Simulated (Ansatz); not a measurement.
# C₄H₉F₃Ge: basis-set convergence

One table from this session's results is given with a row withheld; the runs are named, their logs left out.

Computed with Ansatz 0.2.0, Gaussian basis. Level: one geometry, several basis sets.

The runs, in order: PBE0-D4/def2-SVP; ωB97M-V/def2-SVP; PBE0-D4/def2-QZVPP; ωB97M-V/def2-QZVPP; the functionals' def2-TZVPP values are taken from earlier runs.

## The relaxed structure

The geometry comes from an earlier relaxation with PBE0-D4 in a triple-zeta def2 set; it is a stationary point, not always the lowest conformer.

17 atoms, charge 0, spin multiplicity 1.

Atoms are counted from 1 here; the program's logs count them from 0.

Bond lengths: C1–C2 1.526 Å, C1–H9 1.095 Å, C1–H10 1.092 Å, C1–H11 1.092 Å, C2–C3 1.526 Å, C2–C4 1.526 Å, C2–Ge5 1.948 Å, C3–H12 1.092 Å, C3–H13 1.095 Å, C3–H14 1.092 Å, C4–H15 1.095 Å, C4–H16 1.092 Å, C4–H17 1.092 Å, Ge5–F6 1.719 Å, Ge5–F7 1.719 Å, Ge5–F8 1.719 Å. Angles: C2–C1–H9 109.0°, C2–C1–H10 112.0°, C2–C1–H11 112.0°, H9–C1–H10 107.7°, H9–C1–H11 107.7°, H10–C1–H11 108.3°, C1–C2–C3 110.8°, C1–C2–C4 110.8°, C1–C2–Ge5 108.1°, C3–C2–C4 110.8°, C3–C2–Ge5 108.1°, C4–C2–Ge5 108.1°, C2–C3–H12 112.0°, C2–C3–H13 109.0°, C2–C3–H14 112.0°, H12–C3–H13 107.7°, H12–C3–H14 108.3°, H13–C3–H14 107.7° and more.

Set-up of the first run:

Input file in.yaml:

```yaml
crystal:
  periodic: [false, false, false]
  atoms:
    - {symbol: C, position_ang: [1.339924, 0.851265, -0.012406]}
    - {symbol: C, position_ang: [0.115098, -0.050027, 0.120025]}
    - {symbol: C, position_ang: [0.479062, -1.505451, -0.161522]}
    - {symbol: C, position_ang: [-0.517745, 0.093794, 1.501624]}
    - {symbol: Ge, position_ang: [-1.195828, 0.512982, -1.206960]}
    - {symbol: F, position_ang: [-1.723463, 2.137118, -1.006992]}
    - {symbol: F, position_ang: [-2.634566, -0.428351, -1.195893]}
    - {symbol: F, position_ang: [-0.618516, 0.426984, -2.824221]}
    - {symbol: H, position_ang: [2.087752, 0.546794, 0.727595]}
    - {symbol: H, position_ang: [1.097136, 1.900220, 0.172518]}
    - {symbol: H, position_ang: [1.799005, 0.773998, -1.000649]}
    - {symbol: H, position_ang: [-0.388341, -2.165226, -0.086377]}
    - {symbol: H, position_ang: [1.215926, -1.837662, 0.577545]}
    - {symbol: H, position_ang: [0.921788, -1.631543, -1.152246]}
    - {symbol: H, position_ang: [0.208110, -0.218471, 2.260031]}
    - {symbol: H, position_ang: [-1.404871, -0.534116, 1.611991]}
    - {symbol: H, position_ang: [-0.799471, 1.127193, 1.716239]}
basis:
  gaussian: {orbitals: def2-SVP}
hamiltonian: {xc: pbe0, dispersion: d4}
output: {orbitals: {seedname: orbitals}}
```

Among the steps run: PBE0-D4 in def2-SVP; ωB97M-V in def2-SVP; PBE0-D4 in def2-QZVPP; ωB97M-V in def2-QZVPP.

One of the session's tables, all rows but one given; the rest of the session is left out.

It belongs to the step «Functionals by basis». 

```
functional       basis  HOMO (eV)  LUMO (eV)
   PBE0-D4    def2-SVP          ?          ?
   PBE0-D4  def2-TZVPP      -8.95      -0.14
   PBE0-D4  def2-QZVPP      -8.98      -0.33
   ωB97M-V    def2-SVP     -11.10       2.08
   ωB97M-V  def2-TZVPP     -11.14       1.74
   ωB97M-V  def2-QZVPP     -11.17       1.30
```

Q: Estimate the row for PBE0-D4, def2-SVP from the others.

**Answer.** HOMO (eV): -8.93; LUMO (eV): 0.08. In the column «HOMO (eV)» it is the highest.
